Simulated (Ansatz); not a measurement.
**InH3O3: how energies converge with the basis set**

One table from this session's results is given with a row withheld; the runs are named, their logs left out.

Method: one geometry, several basis sets; program: Ansatz 0.2.0, Gaussian basis.

Plan: PBE0-D4/def2-SVP; ωB97M-V/def2-SVP; PBE0-D4/def2-QZVPP; ωB97M-V/def2-QZVPP; the functionals' def2-TZVPP values are taken from earlier runs.

### Structure used throughout

An earlier PBE0-D4 in a triple-zeta def2 set relaxation fixed the geometry. In takes the def2 core potential; no spin-orbit term is included.

7 atoms, charge 0, spin multiplicity 1.

Atoms are counted from 1 here; the program's logs count them from 0.

Bond lengths: O1–In2 1.973 Å, O1–H5 0.961 Å, In2–O3 1.973 Å, In2–O4 1.973 Å, O3–H6 0.961 Å, O4–H7 0.961 Å. Angles: In2–O1–H5 112.2°, O1–In2–O3 120.0°, O1–In2–O4 120.0°, O3–In2–O4 120.0°, In2–O3–H6 112.1°, In2–O4–H7 112.2°.

As a file:

```mol
H3InO3
  3D, bonds by distance, orders not assigned

  7  6  0  0  0  0  0  0  0  0999 V2000
   -1.9056    0.4457   -0.1466 O   0  0
    0.0084   -0.0100   -0.0063 In  0  0
    0.9891    0.3523    1.6664 O   0  0
    0.9428   -0.8277   -1.5391 O   0  0
   -2.2451    0.8373    0.6626 H   0  0
    1.9111    0.0876    1.6103 H   0  0
    0.3607   -0.9531   -2.2932 H   0  0
  1  2  8  0
  2  3  8  0
  2  4  8  0
  1  5  8  0
  3  6  8  0
  4  7  8  0
M  END
```

Set-up of the first run:

Input file in.yaml:

```yaml
crystal:
  periodic: [false, false, false]
  atoms:
    - {symbol: O, position_ang: [-1.905633, 0.445690, -0.146566]}
    - {symbol: In, position_ang: [0.008430, -0.009966, -0.006308]}
    - {symbol: O, position_ang: [0.989115, 0.352292, 1.666424]}
    - {symbol: O, position_ang: [0.942763, -0.827666, -1.539095]}
    - {symbol: H, position_ang: [-2.245059, 0.837316, 0.662577]}
    - {symbol: H, position_ang: [1.911103, 0.087557, 1.610307]}
    - {symbol: H, position_ang: [0.360681, -0.953125, -2.293239]}
basis:
  gaussian: {orbitals: def2-SVP}
hamiltonian: {xc: pbe0, dispersion: d4}
output: {orbitals: {seedname: orbitals}}
```

Started as:

```
$ ansatz run in.yaml --threads 2 --pin off --events-out ev --progress --plain --max-ram 32768MiB --backend cpu
```

Steps of the session up to this table: PBE0-D4 in def2-SVP; ωB97M-V in def2-SVP; PBE0-D4 in def2-QZVPP; ωB97M-V in def2-QZVPP.

One table of the session follows, with a row left open; its other results are not shown here.

It belongs to the step «Density functionals: the series». 

| functional | basis | HOMO (eV) | LUMO (eV) |
| --- | --- | --- | --- |
| PBE0-D4 | def2-SVP | -8.33 | -1.62 |
| PBE0-D4 | def2-TZVPP | -8.68 | -1.89 |
| PBE0-D4 | def2-QZVPP | -8.75 | -2.01 |
| ωB97M-V | def2-SVP | -10.78 | 0.35 |
| ωB97M-V | def2-TZVPP | -11.17 | -0.01 |
| ωB97M-V | def2-QZVPP | ? | ? |

Estimate the missing values for ωB97M-V, def2-QZVPP.

**Answer.** HOMO (eV): -11.25; LUMO (eV): -0.29. In the column «HOMO (eV)» it is the lowest.
